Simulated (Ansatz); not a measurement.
This script makes a test of the smearing width of Ge, space group I4_1/amd with the Python package of Ansatz (0.2.0).

`run_smear.py`
```python
"""Smearing width test for Ge."""

import warnings

import ansatz as az
from tabulate import tabulate

config = {
    "xc": "pbesol",
    "cutoff": 420,
    "k_density": 4.1,
}


def main() -> None:
    warnings.simplefilter("ignore", az.DeckWarning)

    lattice = az.Lattice.of(
        [-2.57449, 2.57449, 1.39741],
        [2.57449, -2.57449, 1.39741],
        [2.57449, 2.57449, -1.39741],
    )
    sites = [
        ("Ge", [0.25, 0.75, 0.5]),
        ("Ge", [0.5, 0.5, 0.0]),
    ]
    ge = az.Crystal(lattice=lattice)
    for symbol, position in sites:
        ge = ge.atom(symbol, position)

    calc = (
        ge.calculation()
        .functional(config["xc"])
        .basis(config["cutoff"])
        .kpoints(density=config["k_density"])
        .forces()
        .stress()
    )

    rows = []
    for value in [0.25, 0.15, 0.1, 0.05, 0.025]:
        summary = calc.occupations("gaussian", width=value).run().report
        rows.append((value, summary["free_energy_ev"] / len(summary["lattice"]["sites"]), summary["n_iterations"], sum(summary["stress_gpa"][i][i] for i in range(3)) / 3, max(abs(f) for row in summary["forces_ev_ang"] for f in row), summary["n_kpoints"]))

    print(tabulate(rows, headers=["width (eV)", "F/atom (eV)", "iterations", "P (GPa)", "max component (eV/A)", "k-points"], floatfmt=".4f", tablefmt="grid"))

    # the last row is the reference
    for row in rows[:-1]:
        shift = 1000 * (row[1] - rows[-1][1])
        print(f"{row[0]}: {shift:+.2f} meV/atom" + ("  (within 5 meV)" if abs(shift) < 5 else ""))


if __name__ == "__main__":
    main()
```

Its results, one of them left out:

| width (eV) | F less the first row (meV/atom) |
| --- | --- |
| 0.025 | 0.00 |
| 0.05 | ? |
| 0.1 | -1.61 |
| 0.15 | -3.17 |
| 0.25 | -7.47 |

What is the missing value at a width of 0.05 eV?

For this scheme F falls about as the square of the width where the density of states is smooth. A straight line through the rows shown, against the width squared, has slope -117.3 meV/eV² and intercept -0.26 meV, which gives -0.55 meV at 0.05 eV. The run gave -0.43 meV, a miss of 0.12 meV.

Forces vanish by symmetry here and test nothing. The narrowest width needs the finest mesh, so the last row is no converged reference. Pressure is positive in compression. This isn't the structure that Ge takes at ambient conditions. Wall time of the script: 16 s on 1 thread of Arm Neoverse V2, with other jobs on the host, peak memory 0.4 GiB.
